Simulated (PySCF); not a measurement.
# Ge2H10Si2 (n-SiGeGeSiH10): the cost of one run

Programs: PySCF 2.14.0, with density-fitted response routines of our own. Each step states its level of theory. These are calculated values for one molecule in the gas phase, unless marked as measured. Atoms are numbered from 0 throughout.

### 1 The starting structure

14 atoms, charge 0, multiplicity 1; geometry from: GFN2-xTB. The atoms were then displaced at random by about 0.03 Å, so the start is not that level's minimum.

Bonds of the start (Å): Si0–Ge1 2.40, Si0–H4 1.48, Si0–H5 1.50, Si0–H6 1.39, Ge1–Ge2 2.45, Ge1–H7 1.49, Ge1–H8 1.46, Ge2–Si3 2.20, Ge2–H9 1.49, Ge2–H10 1.56, Si3–H11 1.53, Si3–H12 1.60, Si3–H13 1.45.

### 2 Geometry optimisation at PBE0-D3(BJ)/def2-SVP

What the job is given:

```
{"job": {"xc": "PBE0", "basis": "def2-SVP", "d3": "d3bj", "grid": 1, "maxiter": 40, "shake": 0.03, "kind": "geom"}, "charge": 0, "multiplicity": 1}
Si     3.178130     0.188580     0.415470
Ge     0.964540    -0.698430     0.184160
Ge    -1.029370     0.653710    -0.257050
Si    -3.028230    -0.245180    -0.382620
H      3.074840     1.353520     1.327670
H      3.564310     0.793600    -0.896020
H      4.111690    -0.733330     0.878540
H      0.706330    -1.528240     1.389530
H      0.987430    -1.766160    -0.805920
H     -0.669800     1.476570    -1.443690
H     -0.968660     1.776300     0.821100
H     -3.684840    -0.391910     0.987400
H     -4.090680     0.641850    -1.193240
H     -3.135140    -1.564690    -0.982110
```

Launch:

```sh
$ OMP_NUM_THREADS=1 python probes_run.py task.json out
```

This one command runs all jobs of the session in turn.

**Question.** How long does this first job take on 1 thread of Intel Xeon at 2.50GHz, shared host, and how much memory does it need?

About 6.5 min, with a peak of 0.65 GiB.
